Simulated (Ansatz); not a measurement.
CAlCl₂N, SMILES N#[C][Al]([Cl])[Cl], harmonic frequencies at the relaxed geometry

Run with Ansatz 0.2.0, Python API.

`freq.py`:
```python
# -*- coding: utf-8 -*-
"""Harmonic frequencies of CAlCl2N at its relaxed geometry."""

import logging
import sys

import ansatz
from ase import Atoms
from ase.thermochemistry import IdealGasThermo
import numpy as np

logging.basicConfig(stream=sys.stdout, format="[%(levelname)s] %(message)s")
logger = logging.getLogger("ansatz_job")
logger.setLevel(logging.INFO)

system = (
    ansatz.Crystal.molecule()
    .atom("N", (1.5205, -1.5411, 1.4227))
    .atom("C", (0.7862, -0.8153, 0.7728))
    .atom("Al", (-0.387, 0.3359, -0.3092))
    .atom("Cl", (-2.0793, -0.4911, -1.2741))
    .atom("Cl", (0.2096, 2.4379, -0.6537))
)

model = (
    system.calculation()
    .basis(gaussian="cc-pVDZ")
    .functional("b3lyp")
)
symbols = [site.symbol for site in system.cartesian_sites]
start = np.array([site.position_ang for site in system.cartesian_sites], dtype=float)
data = model.relax(force_tolerance=0.003).run(threads=1, backend="cpu").report
end = np.array(data["positions_ang"])

logger.info("final positions (A) and the move of each atom")
for symbol, xyz, old in zip(symbols, end, start):
    logger.info(f"{symbol:2s} {xyz[0]:10.5f} {xyz[1]:10.5f} {xyz[2]:10.5f}   {np.linalg.norm(xyz - old):7.4f}")

# frequencies need a stationary point, so they are taken at the relaxed geometry
minimum = ansatz.Crystal.molecule()
for symbol, xyz in zip(symbols, end):
    minimum = minimum.atom(symbol, xyz.tolist())
vibrating = (
    minimum.calculation()
    .basis(gaussian="cc-pVDZ")
    .functional("b3lyp")
    .phonons(temperatures=(100, 500, 100))
)
vib = vibrating.run(threads=1, backend="cpu").report["vibrations"]
sums = vib["harmonic_sums"]
modes = [m["omega_inv_cm"] for m in sums["modes_at_gamma"] if m["rigid_motion"] == "no"]
print("frequencies (1/cm):", " ".join(f"{w:.0f}" for w in modes))
print("imaginary modes:", sum(w < 0 for w in modes), " zero-point energy:", round(sums["zero_point_energy_ev"], 4), "eV")
# rigid rotor and ideal gas, symmetry number taken as one
gas = IdealGasThermo(vib_energies=[w / 8065.544 for w in modes if w > 0], geometry="linear" if len(modes) == 3 * len(symbols) - 5 else "nonlinear",
                     atoms=Atoms(symbols, positions=end), symmetrynumber=1, spin=0.0)
logger.info(f"H(298 K) - E = {gas.get_enthalpy(298.15, verbose=False):.4f} eV")
logger.info(f"S(298 K, 1 bar) = {96485.33 * gas.get_entropy(298.15, 1e5, verbose=False):.1f} J/(mol K) with symmetry number 1")
```

```console
$ python freq.py
[INFO] final positions (A) and the move of each atom
[INFO] N     1.46097   -1.48035    1.39915    0.0883
[INFO] C     0.78352   -0.79640    0.74207    0.0362
[INFO] Al   -0.33463    0.33330   -0.34262    0.0622
[INFO] Cl   -2.05614   -0.48025   -1.23328    0.0482
[INFO] Cl    0.19628    2.35000   -0.60682    0.1005
frequencies (1/cm): 92 142 144 287 308 386 617 624 2295
imaginary modes: 0  zero-point energy: 0.3034 eV
[INFO] H(298 K) - E = 0.5022 eV
[INFO] S(298 K, 1 bar) = 347.0 J/(mol K) with symmetry number 1
```

Caveats:
- The frequencies are harmonic and unscaled, in a modest basis. The result belongs to the one conformer reached from this start, and soft torsions count as harmonic oscillators.
- b3lyp holds the VWN-RPA fit, as in Gaussian; the form of ORCA and Turbomole is b3lyp5.
- The entropy takes a symmetry number of 1; a symmetric molecule's is lower by R ln(sigma).
- Hardware and time: 90 s on 1 thread of Intel(R) Xeon(R) Platinum 8375C CPU @ 2.90GHz (Ice Lake), with other jobs on the host, peak memory 0.31 GiB.

(A comment or docstring line of the script was reworded after the run, the code is as it ran; lines on the test bed's own set-up are left out of the output.)
